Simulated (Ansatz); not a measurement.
# H2MoO2S2: the cost of one run

Computed with Ansatz 0.2.0, Gaussian basis. Level: the settings change from run to run.

## 1. The geometry

An earlier PBE0-D4 in a triple-zeta def2 set relaxation fixed the geometry. Mo takes a core potential in def2 sets; no spin-orbit term is included.

SMILES `[OH][Mo]([OH])(=[S])=[S]`, 7 atoms, charge 0, spin multiplicity 1.

Atoms are counted from 1 here; the program's logs count them from 0.

Bond lengths: O1–Mo2 1.860 Å, O1–H6 0.962 Å, Mo2–O3 1.860 Å, Mo2–S4 2.099 Å, Mo2–S5 2.099 Å, O3–H7 0.962 Å. Angles: Mo2–O1–H6 120.9°, O1–Mo2–O3 110.4°, O1–Mo2–S4 108.5°, O1–Mo2–S5 109.9°, O3–Mo2–S4 109.9°, O3–Mo2–S5 108.5°, S4–Mo2–S5 109.6°, Mo2–O3–H7 120.9°.

## 2. HSE06/def2-SVPD

Set apart from the defaults: charge -1, multiplicity 2, high accuracy.

Input file in.yaml:

```yaml
crystal:
  periodic: [false, false, false]
  atoms:
    - {symbol: O, position_ang: [-1.525894, 0.274121, 0.678332]}
    - {symbol: Mo, position_ang: [0.034894, 0.041554, -0.305751]}
    - {symbol: O, position_ang: [1.413532, -0.548201, 0.794299]}
    - {symbol: S, position_ang: [-0.333211, -1.373341, -1.812489]}
    - {symbol: S, position_ang: [0.610668, 1.863689, -1.175232]}
    - {symbol: H, position_ang: [-1.806553, 1.149849, 0.960743]}
    - {symbol: H, position_ang: [1.667764, -1.475771, 0.814398]}
basis:
  gaussian: {orbitals: def2-SVPD}
total_charge: -1
magnetization: {spin_polarized: true, initial_magnetization: 1}
hamiltonian: {xc: {name: HSE06}}
accuracy: high
```

Run with:

```sh
$ ansatz run in.yaml --threads 4 --pin off --events-out ev --progress --plain --max-ram 10444MiB
```

Q: Estimate wall time and peak memory on 4 threads of Arm Neoverse V2, shared host.

About 24 s, with a peak of 1.1 GiB.
